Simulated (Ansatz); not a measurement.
**AlH₃O₂S + H₂O: a complex and its separated parts, part 1 of 2**

The complex below is one end of an elementary step. How strongly is it bound against its free parts?

Computed with Ansatz 0.2.0, Gaussian basis. Level: PBE0-D4/def2-TZVP structures, single points in def2-TZVPP, no counterpoise correction.

Levels: SPW92, PBE-D4, BLYP-D4, r2SCAN-D4, B97M-V, PBE0-D4, B3LYP-D4, r2SCAN0-D4, BHLYP-D4, CAM-B3LYP-D4, wB97X-V, wB97M-V, B2PLYP, PBE-QIDH, RPA on PBE, Hartree-Fock, MP2, CCSD, CCSD(T).

Correlated methods freeze the cores. B3LYP uses VWN-RPA correlation. B2PLYP carries no dispersion term here.

94 further runs of the same task are left out: 94 set aside as unsound or not needed.

**1. The system as given**

The complex: 10 atoms, charge 0, spin multiplicity 1.

Atoms are counted from 1 here; the program's logs count them from 0.

Bond lengths: Al1–S2 2.218 Å, Al1–O3 1.721 Å, Al1–O4 1.702 Å, Al1–O6 1.974 Å, S2–H7 1.344 Å, O3–H8 0.954 Å, O4–H9 0.955 Å, H5–O6 0.967 Å, O6–H10 0.969 Å. Angles: S2–Al1–O3 117.4°, S2–Al1–O4 112.8°, S2–Al1–O6 99.3°, O3–Al1–O4 123.5°, O3–Al1–O6 87.6°, O4–Al1–O6 108.7°, Al1–S2–H7 92.5°, Al1–O3–H8 124.9°, Al1–O4–H9 122.7°, Al1–O6–H5 107.6°, Al1–O6–H10 102.2°, H5–O6–H10 108.0°.

As a file:

```mol
AlH5O3S
  3D, bonds by distance, orders not assigned

 10  9  0  0  0  0  0  0  0  0999 V2000
    0.1410   -0.3231   -0.1349 Al  0  0
    1.0785    0.8613   -1.7591 S   0  0
    1.0542   -0.5510    1.3064 O   0  0
   -0.9986   -1.4475   -0.7117 O   0  0
   -0.6950    1.9372    0.2907 H   0  0
   -0.8192    1.1256    0.8016 O   0  0
    0.1971    0.4190   -2.6718 H   0  0
    1.7892   -1.1517    1.3981 H   0  0
   -1.4341   -2.0790   -0.1431 H   0  0
   -0.3130    1.2095    1.6239 H   0  0
  1  2  8  0
  1  3  8  0
  1  4  8  0
  1  6  8  0
  2  7  8  0
  3  8  8  0
  4  9  8  0
  5  6  8  0
  6 10  8  0
M  END
```

Its parts: AlH₃O₂S holds atoms 1, 2, 3, 4, 7, 8, 9; H₂O holds atoms 5, 6, 10. Each part counts its atoms afresh in its own runs.

**2. Relaxing AlH₃O₂S alone**

File relax-a/in.yaml:

```yaml
crystal:
  periodic: [false, false, false]
  atoms:
    - {symbol: Al, position_ang: [0.140976, -0.323057, -0.134919]}
    - {symbol: S, position_ang: [1.078502, 0.861297, -1.759064]}
    - {symbol: O, position_ang: [1.054235, -0.550986, 1.306399]}
    - {symbol: O, position_ang: [-0.998625, -1.447528, -0.711692]}
    - {symbol: H, position_ang: [0.197103, 0.418960, -2.671846]}
    - {symbol: H, position_ang: [1.789248, -1.151704, 1.398096]}
    - {symbol: H, position_ang: [-1.434084, -2.079008, -0.143139]}
basis:
  gaussian: {orbitals: def2-TZVP}
hamiltonian: {xc: pbe0, dispersion: d4}
relax: {f_tol: 0.005, max_steps: 200}
```

On the command line:

```console
> ansatz run in.yaml --threads 4 --pin off --events-out ev --progress --plain --max-ram 9574MiB
```

The log of the run, cut to the lines that bear on the results:

```text
Functional definition: PBE0
  name "PBE0"
  cite "Adamo & Barone, J. Chem. Phys. 110, 6158 (1999) doi:10.1063/1.478522"
  cite "Perdew, Burke & Ernzerhof, Phys. Rev. Lett. 77, 3865 (1996) doi:10.1103/PhysRevLett.77.3865"
  parent pbe
[...]
984 factors; their error is unknown
[...]
mean field -21570.53655985 eV, -792.7025975396 hartree, gradient 2.3e-5 eV, S^2 0.000000; 0 other end points of the search recorded, 0 dependent functions left out
[...]
reference -21570.53658863 eV, -792.7025985971 hartree; 24, 24 occupied and 130, 130 virtual orbitals, 984 factors
[...]
Total energy: -21570.97901837 eV, -792.7188575903 hartree
Atom 0 at     0.306902    -0.634729    -0.285871 Å, force     0.001078     0.000657     0.000788 eV/Å
Atom 1 at     1.166205     0.773068    -1.700684 Å, force     0.000492    -0.001567    -0.000452 eV/Å
Atom 2 at     1.041507    -0.968780     1.196889 Å, force    -0.000253    -0.000399    -0.000988 eV/Å
Atom 3 at    -1.135924    -1.399046    -0.709753 Å, force    -0.000889    -0.000247    -0.000142 eV/Å
Atom 4 at     0.166163     0.565217    -2.575578 Å, force    -0.000530     0.001112     0.000389 eV/Å
Atom 5 at     1.858155    -0.578040     1.500602 Å, force    -0.000205     0.000773     0.000560 eV/Å
Atom 6 at    -1.575653    -2.029715    -0.141770 Å, force     0.000307    -0.000329    -0.000155 eV/Å
Dipole moment:     0.016073    -0.093197     0.177912 e Å
```

It took 20 s on 4 threads of Arm Neoverse V1, shared host.

The steps of the relaxation:

| step | energy from step 1 (eV) | largest force component (eV/Å) |
| --- | --- | --- |
| 1 | 0.0000 | 1.3594 |
| 2 | -0.1872 | 0.5745 |
| 3 | -0.2041 | 0.6178 |
| 4 | -0.2238 | 0.3120 |
| 5 | -0.2347 | 0.2963 |
| 6 | -0.2690 | 0.2520 |
| 7 | -0.3181 | 0.2296 |
| 8 | -0.3286 | 0.0780 |
| 9 | -0.3294 | 0.0061 |
| 10 | -0.3295 | 0.0016 |

Distances of close pairs at the start and the end, largest changes first:

| bond | before (Å) | after (Å) | change (Å) |
| --- | --- | --- | --- |
| Al1–S2 | 2.218 | 2.173 | -0.045 |
| Al1–O3 | 1.721 | 1.688 | -0.033 |
| Al1–O4 | 1.702 | 1.687 | -0.015 |
| O3–H6 | 0.954 | 0.955 | +0.001 |
| S2–H5 | 1.344 | 1.345 | +0.001 |
| O4–H7 | 0.955 | 0.956 | +0.001 |

**3. Relaxing H₂O alone**

File relax-b/in.yaml:

```yaml
crystal:
  periodic: [false, false, false]
  atoms:
    - {symbol: H, position_ang: [-0.695030, 1.937174, 0.290696]}
    - {symbol: O, position_ang: [-0.819212, 1.125595, 0.801594]}
    - {symbol: H, position_ang: [-0.313013, 1.209456, 1.623874]}
basis:
  gaussian: {orbitals: def2-TZVP}
hamiltonian: {xc: pbe0, dispersion: d4}
relax: {f_tol: 0.005, max_steps: 200}
```

On the command line:

```console
> ansatz run in.yaml --threads 4 --pin off --events-out ev --progress --plain --max-ram 9574MiB
```

The log of the run, cut to the lines that bear on the results:

```text
[... 5 set-up lines as earlier in the session ...]
[...]
239 factors; their error is unknown
[...]
mean field -2078.32246284 eV, -76.3769417720 hartree, gradient 1.4e-5 eV, S^2 0.000000; 0 other end points of the search recorded, 0 dependent functions left out
[...]
reference -2078.33309079 eV, -76.3773323419 hartree; 5, 5 occupied and 38, 38 virtual orbitals, 239 factors
Total energy: -2078.33734663 eV, -76.3774887411 hartree
Atom 0 at    -0.687026     1.931399     0.310095 Å, force    -0.000120    -0.000066    -0.000152 eV/Å
Atom 1 at    -0.824396     1.117585     0.799615 Å, force     0.000093     0.000234    -0.000045 eV/Å
Atom 2 at    -0.315833     1.223241     1.606454 Å, force     0.000026    -0.000168     0.000198 eV/Å
Dipole moment:     0.238172     0.339031     0.117003 e Å
```

Wall time 0.65 s (4 threads of Arm Neoverse V1, shared host).

Relaxation path:

| step | energy from step 1 (eV) | largest force component (eV/Å) |
| --- | --- | --- |
| 1 | 0.0000 | 0.5533 |
| 2 | -0.0091 | 0.1232 |
| 3 | -0.0105 | 0.0603 |
| 4 | -0.0106 | 0.0002 |

Distances of close pairs at the start and the end, largest changes first:

| bond | before (Å) | after (Å) | change (Å) |
| --- | --- | --- | --- |
| O2–H3 | 0.969 | 0.960 | -0.010 |
| H1–O2 | 0.967 | 0.960 | -0.007 |

**4. SPW92/def2-TZVPP**

File parta/in.yaml:

```yaml
crystal:
  periodic: [false, false, false]
  atoms:
    - {symbol: Al, position_ang: [0.306902, -0.634729, -0.285871]}
    - {symbol: S, position_ang: [1.166205, 0.773068, -1.700684]}
    - {symbol: O, position_ang: [1.041507, -0.968780, 1.196889]}
    - {symbol: O, position_ang: [-1.135924, -1.399046, -0.709753]}
    - {symbol: H, position_ang: [0.166163, 0.565217, -2.575578]}
    - {symbol: H, position_ang: [1.858155, -0.578040, 1.500602]}
    - {symbol: H, position_ang: [-1.575653, -2.029715, -0.141770]}
basis:
  gaussian: {orbitals: def2-TZVPP}
hamiltonian: {xc: lda}
```

File partb/in.yaml:

```yaml
crystal:
  periodic: [false, false, false]
  atoms:
    - {symbol: H, position_ang: [-0.687026, 1.931399, 0.310095]}
    - {symbol: O, position_ang: [-0.824396, 1.117585, 0.799615]}
    - {symbol: H, position_ang: [-0.315833, 1.223241, 1.606454]}
basis:
  gaussian: {orbitals: def2-TZVPP}
hamiltonian: {xc: lda}
```

One command serves all of them, each in its own folder.

On the command line:

```console
> ansatz run in.yaml --threads 4 --pin off --events-out ev --progress --plain --max-ram 9574MiB
```

Output in parta, cut to the lines that bear on the results:

```text
Functional definition: SPW92
  name "SPW92"
  cite "Dirac, Proc. Camb. Phil. Soc. 26, 376 (1930) doi:10.1017/S0305004100016108"
  cite "Slater, Phys. Rev. 81, 385 (1951) doi:10.1103/PhysRev.81.385"
  cite "Perdew & Wang, Phys. Rev. B 45, 13244 (1992) doi:10.1103/PhysRevB.45.13244"
[...]
1032 factors; their error is unknown
[...]
mean field -21486.82042915 eV, -789.6260864812 hartree, gradient 3.3e-5 eV, S^2 0.000000; 0 other end points of the search recorded, 0 dependent functions left out
reference -21486.82046525 eV, -789.6260878078 hartree; 24, 24 occupied and 164, 164 virtual orbitals, 1032 factors
Total energy: -21486.82046525 eV, -789.6260878078 hartree
```

Log of partb, cut to the lines that bear on the results:

```text
[... 5 set-up lines as earlier in the session ...]
[...]
269 factors; their error is unknown
[...]
mean field -2065.39694274 eV, -75.9019376695 hartree, gradient 5.3e-5 eV, S^2 0.000000; 0 other end points of the search recorded, 0 dependent functions left out
reference -2065.39696157 eV, -75.9019383615 hartree; 5, 5 occupied and 54, 54 virtual orbitals, 269 factors
Total energy: -2065.39696157 eV, -75.9019383615 hartree
```

Wall times: 0.81 s (parta), 0.15 s (partb) on 4 threads of Arm Neoverse V1, shared host.

**5. PBE-D4/def2-TZVPP**

The same edit goes into each in.yaml of step 4 (parta, partb):

```diff
-hamiltonian: {xc: lda}
+hamiltonian: {xc: pbe, dispersion: d4}
```

Each run has its own folder and the same command.

On the command line:

```console
> ansatz run in.yaml --threads 4 --pin off --events-out ev --progress --plain --max-ram 9574MiB
```

Output in parta, cut to the lines that bear on the results:

```text
Functional definition: PBE
  name "PBE"
[... 2 set-up lines as earlier in the session ...]
[...]
1032 factors; their error is unknown
[...]
mean field -21569.48180796 eV, -792.6638361227 hartree, gradient 1.9e-5 eV, S^2 0.000000; 0 other end points of the search recorded, 0 dependent functions left out
reference -21569.48184675 eV, -792.6638375480 hartree; 24, 24 occupied and 164, 164 virtual orbitals, 1032 factors
Total energy: -21569.61469349 eV, -792.6687195760 hartree
```

partb printed, cut to the lines that bear on the results:

```text
[... 4 set-up lines as earlier in the session ...]
[...]
269 factors; their error is unknown
[...]
mean field -2078.40757140 eV, -76.3800694538 hartree, gradient 4.4e-5 eV, S^2 0.000000; 0 other end points of the search recorded, 0 dependent functions left out
reference -2078.40759188 eV, -76.3800702062 hartree; 5, 5 occupied and 54, 54 virtual orbitals, 269 factors
Total energy: -2078.41290895 eV, -76.3802656049 hartree
```

Times: 1.3 s (parta), 0.2 s (partb) on 4 threads of Arm Neoverse V1, shared host.

**6. BLYP-D4/def2-TZVPP**

Each input of step 5 (parta, partb) changes in the same lines:

```diff
-hamiltonian: {xc: pbe, dispersion: d4}
+hamiltonian: {xc: {name: BLYP}, dispersion: d4}
```

The same command starts each run, in its folder.

On the command line:

```console
> ansatz run in.yaml --threads 4 --pin off --events-out ev --progress --plain --max-ram 9574MiB
```

Output in parta, cut to the lines that bear on the results:

```text
Functional definition: BLYP
  name "BLYP"
  cite "Becke, Phys. Rev. A 38, 3098 (1988) doi:10.1103/PhysRevA.38.3098"
  cite "Lee, Yang & Parr, Phys. Rev. B 37, 785 (1988) doi:10.1103/PhysRevB.37.785"
[...]
1032 factors; their error is unknown
[...]
mean field -21581.69950017 eV, -793.1128280299 hartree, gradient 2.1e-5 eV, S^2 0.000000; 0 other end points of the search recorded, 0 dependent functions left out
reference -21581.69982106 eV, -793.1128398224 hartree; 24, 24 occupied and 164, 164 virtual orbitals, 1032 factors
Total energy: -21581.98599309 eV, -793.1233564506 hartree
```

Log of partb, cut to the lines that bear on the results:

```text
[... 4 set-up lines as earlier in the session ...]
[...]
269 factors; their error is unknown
[...]
mean field -2080.27678514 eV, -76.4487617915 hartree, gradient 8.6e-5 eV, S^2 0.000000; 0 other end points of the search recorded, 0 dependent functions left out
reference -2080.27697469 eV, -76.4487687573 hartree; 5, 5 occupied and 54, 54 virtual orbitals, 269 factors
Total energy: -2080.28981714 eV, -76.4492407088 hartree
```

They took 1.3 s (parta), 0.2 s (partb) on 4 threads of Arm Neoverse V1, shared host.

**7. r2SCAN-D4/def2-TZVPP**

The same edit goes into each in.yaml of step 6 (parta, partb):

```diff
-hamiltonian: {xc: {name: BLYP}, dispersion: d4}
+hamiltonian: {xc: r2scan, dispersion: d4}
```

Each run has its own folder and the same command.

On the command line:

```console
> ansatz run in.yaml --threads 4 --pin off --events-out ev --progress --plain --max-ram 9574MiB
```

Output in parta, cut to the lines that bear on the results:

```text
Functional definition: r2SCAN
  name "r2SCAN"
  cite "Furness, Kaplan, Ning, Perdew & Sun, J. Phys. Chem. Lett. 11, 8208 (2020) doi:10.1021/acs.jpclett.0c02405"
  cite "Furness, Kaplan, Ning, Perdew & Sun, J. Phys. Chem. Lett. 11, 9248 (2020) doi:10.1021/acs.jpclett.0c03077"
  parent r2scan
[...]
1032 factors; their error is unknown
[...]
mean field -21578.90896935 eV, -793.0102779138 hartree, gradient 5.1e-5 eV, S^2 0.000000; 0 other end points of the search recorded, 0 dependent functions left out
reference -21578.90898080 eV, -793.0102783346 hartree; 24, 24 occupied and 164, 164 virtual orbitals, 1032 factors
Total energy: -21578.94014387 eV, -793.0114235562 hartree
```

Log of partb, cut to the lines that bear on the results:

```text
[... 5 set-up lines as earlier in the session ...]
[...]
269 factors; their error is unknown
[...]
mean field -2079.58114988 eV, -76.4231976675 hartree, gradient 8.5e-5 eV, S^2 0.000000; 0 other end points of the search recorded, 0 dependent functions left out
reference -2079.58115509 eV, -76.4231978587 hartree; 5, 5 occupied and 54, 54 virtual orbitals, 269 factors
Total energy: -2079.58242762 eV, -76.4232446233 hartree
```

Wall times: 2.7 s (parta), 0.45 s (partb) on 4 threads of Arm Neoverse V1, shared host.

**8. B97M-V/def2-TZVPP**

Each input of step 7 (parta, partb) changes in the same lines:

```diff
-hamiltonian: {xc: r2scan, dispersion: d4}
+hamiltonian: {xc: {name: B97M-V}}
```

The same command starts each run, in its folder.

On the command line:

```console
> ansatz run in.yaml --threads 4 --pin off --events-out ev --progress --plain --max-ram 9574MiB
```

Output in parta, cut to the lines that bear on the results:

```text
Functional definition: B97M-V
  name "B97M-V"
  cite "Mardirossian & Head-Gordon, J. Chem. Phys. 142, 074111 (2015) doi:10.1063/1.4907719"
  cite "Becke, J. Chem. Phys. 107, 8554 (1997) doi:10.1063/1.475007"
  cite "Vydrov & Van Voorhis, J. Chem. Phys. 133, 244103 (2010) doi:10.1063/1.3521275"
  # Of w^i u^j: cxij and so on, Table III.
[...]
  gx(w, u) = cx00 + cx01*u + cx02*u^2 + (cx10 + cx11*u)*w
[...]
  gos(w, u) = cos00 + cos01*u + cos03*u^3 + cos10*w + cos32*w^3*u^2
[...]
      + integral(e_c_pw_mod_opposite_spin*gos(b97_w_opposite, b97_u_opposite)) + vv10(b, c)
1032 factors; their error is unknown
[...]
mean field -21576.64794337 eV, -792.9271867416 hartree, gradient 6.1e-5 eV, S^2 0.000000; 0 other end points of the search recorded, 0 dependent functions left out
reference -21576.64800071 eV, -792.9271888488 hartree; 24, 24 occupied and 164, 164 virtual orbitals, 1032 factors
Total energy: -21576.64800071 eV, -792.9271888488 hartree
```

Output in partb, cut to the lines that bear on the results:

```text
[... 5 set-up lines as earlier in the session ...]
  # Of w^i u^j: cxij and so on, Table III.
[...]
  gx(w, u) = cx00 + cx01*u + cx02*u^2 + (cx10 + cx11*u)*w
[...]
  gos(w, u) = cos00 + cos01*u + cos03*u^3 + cos10*w + cos32*w^3*u^2
[...]
      + integral(e_c_pw_mod_opposite_spin*gos(b97_w_opposite, b97_u_opposite)) + vv10(b, c)
269 factors; their error is unknown
[...]
mean field -2079.93551763 eV, -76.4362204419 hartree, gradient 2.9e-5 eV, S^2 0.000000; 0 other end points of the search recorded, 0 dependent functions left out
reference -2079.93554444 eV, -76.4362214273 hartree; 5, 5 occupied and 54, 54 virtual orbitals, 269 factors
Total energy: -2079.93554444 eV, -76.4362214273 hartree
```

Wall times: 4.4 s (parta), 0.45 s (partb) on 4 threads of Arm Neoverse V1, shared host.

**9. PBE0-D4/def2-TZVPP**

Each input of step 8 (parta, partb) changes in the same lines:

```diff
-hamiltonian: {xc: {name: B97M-V}}
+hamiltonian: {xc: pbe0, dispersion: d4}
+output: {orbitals: {seedname: orbitals}}
```

One command serves all of them, each in its own folder.

On the command line:

```console
> ansatz run in.yaml --threads 4 --pin off --events-out ev --progress --plain --max-ram 9574MiB
```

Log of parta, cut to the lines that bear on the results:

```text
[... 5 set-up lines as earlier in the session ...]
[...]
1094 factors; their error is unknown
[...]
mean field -21570.97716745 eV, -792.7187895703 hartree, gradient 4.2e-5 eV, S^2 0.000000; 0 other end points of the search recorded, 0 dependent functions left out
reference -21570.97719588 eV, -792.7187906150 hartree; 24, 24 occupied and 164, 164 virtual orbitals, 1094 factors
Total energy: -21571.09024508 eV, -792.7229450965 hartree
```

partb printed, cut to the lines that bear on the results:

```text
[... 5 set-up lines as earlier in the session ...]
[...]
269 factors; their error is unknown
[...]
mean field -2078.42782213 eV, -76.3808136544 hartree, gradient 1.2e-5 eV, S^2 0.000000; 0 other end points of the search recorded, 0 dependent functions left out
reference -2078.42783664 eV, -76.3808141874 hartree; 5, 5 occupied and 54, 54 virtual orbitals, 269 factors
Total energy: -2078.43209247 eV, -76.3809705865 hartree
```

Wall times: 1.8 s (parta), 0.2 s (partb) on 4 threads of Arm Neoverse V1, shared host.

**10. B3LYP-D4/def2-TZVPP**

Each input of step 9 (parta, partb) changes in the same lines:

```diff
-hamiltonian: {xc: pbe0, dispersion: d4}
-output: {orbitals: {seedname: orbitals}}
+hamiltonian: {xc: {name: B3LYP}, dispersion: d4}
```

One command serves all of them, each in its own folder.

On the command line:

```console
> ansatz run in.yaml --threads 4 --pin off --events-out ev --progress --plain --max-ram 9574MiB
```

Output in parta, cut to the lines that bear on the results:

```text
Functional definition: B3LYP
  name "B3LYP"
  cite "Stephens, Devlin, Chabalowski & Frisch, J. Phys. Chem. 98, 11623 (1994) doi:10.1021/j100096a001"
[... 2 set-up lines as earlier in the session ...]
  cite "Vosko, Wilk & Nusair, Can. J. Phys. 58, 1200 (1980) doi:10.1139/p80-159"
[...]
1068 factors; their error is unknown
[...]
mean field -21583.44709050 eV, -793.1770507902 hartree, gradient 4.6e-5 eV, S^2 0.000000; 0 other end points of the search recorded, 0 dependent functions left out
reference -21583.44732765 eV, -793.1770595051 hartree; 24, 24 occupied and 164, 164 virtual orbitals, 1068 factors
Total energy: -21583.66352651 eV, -793.1850046667 hartree
```

Output in partb, cut to the lines that bear on the results:

```text
[... 6 set-up lines as earlier in the session ...]
[...]
269 factors; their error is unknown
[...]
mean field -2080.76395996 eV, -76.4666651362 hartree, gradient 1.1e-5 eV, S^2 0.000000; 0 other end points of the search recorded, 0 dependent functions left out
reference -2080.76409833 eV, -76.4666702209 hartree; 5, 5 occupied and 54, 54 virtual orbitals, 269 factors
Total energy: -2080.77252441 eV, -76.4669798737 hartree
```

Wall times: 1.8 s (parta), 0.2 s (partb) on 4 threads of Arm Neoverse V1, shared host.

**11. r2SCAN0-D4/def2-TZVPP**

The same edit goes into each in.yaml of step 10 (parta, partb):

```diff
-hamiltonian: {xc: {name: B3LYP}, dispersion: d4}
+hamiltonian: {xc: {name: r2SCAN0}, dispersion: d4}
```

One command serves all of them, each in its own folder.

On the command line:

```console
> ansatz run in.yaml --threads 4 --pin off --events-out ev --progress --plain --max-ram 9574MiB
```

parta printed, cut to the lines that bear on the results:

```text
Functional definition: r2SCAN0
  name "r2SCAN0"
  cite "Bursch, Neugebauer, Ehlert & Grimme, J. Chem. Phys. 156, 134105 (2022) doi:10.1063/5.0086040"
[... 3 set-up lines as earlier in the session ...]
[...]
1094 factors; their error is unknown
[...]
mean field -21578.02004749 eV, -792.9776106378 hartree, gradient 4.8e-5 eV, S^2 0.000000; 0 other end points of the search recorded, 0 dependent functions left out
reference -21578.02005657 eV, -792.9776109715 hartree; 24, 24 occupied and 164, 164 virtual orbitals, 1094 factors
Total energy: -21578.05761840 eV, -792.9789913435 hartree
```

Log of partb, cut to the lines that bear on the results:

```text
[... 6 set-up lines as earlier in the session ...]
[...]
269 factors; their error is unknown
[...]
mean field -2079.27470844 eV, -76.4119361523 hartree, gradient 1.9e-5 eV, S^2 0.000000; 0 other end points of the search recorded, 0 dependent functions left out
reference -2079.27471254 eV, -76.4119363030 hartree; 5, 5 occupied and 54, 54 virtual orbitals, 269 factors
Total energy: -2079.27611670 eV, -76.4119879047 hartree
```

They took 2.7 s (parta), 0.45 s (partb) on 4 threads of Arm Neoverse V1, shared host.

**12. BHLYP-D4/def2-TZVPP**

Each input of step 11 (parta, partb) changes in the same lines:

```diff
-hamiltonian: {xc: {name: r2SCAN0}, dispersion: d4}
+hamiltonian: {xc: {name: BHLYP}, dispersion: d4}
```

The same command starts each run, in its folder.

On the command line:

```console
> ansatz run in.yaml --threads 4 --pin off --events-out ev --progress --plain --max-ram 9574MiB
```

Log of parta, cut to the lines that bear on the results:

```text
Functional definition: BHLYP
  name "BHLYP"
  cite "Becke, J. Chem. Phys. 98, 1372 (1993) doi:10.1063/1.464304"
[... 2 set-up lines as earlier in the session ...]
[...]
1171 factors; their error is unknown
[...]
mean field -21580.34695358 eV, -793.0631228595 hartree, gradient 1.6e-5 eV, S^2 0.000000; 0 other end points of the search recorded, 0 dependent functions left out
reference -21580.34711213 eV, -793.0631286861 hartree; 24, 24 occupied and 164, 164 virtual orbitals, 1171 factors
Total energy: -21580.52744761 eV, -793.0697558930 hartree
```

partb printed, cut to the lines that bear on the results:

```text
[... 5 set-up lines as earlier in the session ...]
[...]
295 factors; their error is unknown
[...]
mean field -2079.57890795 eV, -76.4231152779 hartree, gradient 2.0e-5 eV, S^2 0.000000; 0 other end points of the search recorded, 0 dependent functions left out
reference -2079.57899874 eV, -76.4231186145 hartree; 5, 5 occupied and 54, 54 virtual orbitals, 295 factors
Total energy: -2079.58395057 eV, -76.4233005908 hartree
```

They took 1.8 s (parta), 0.2 s (partb) on 4 threads of Arm Neoverse V1, shared host.

(Continued in part 2 of 2.)
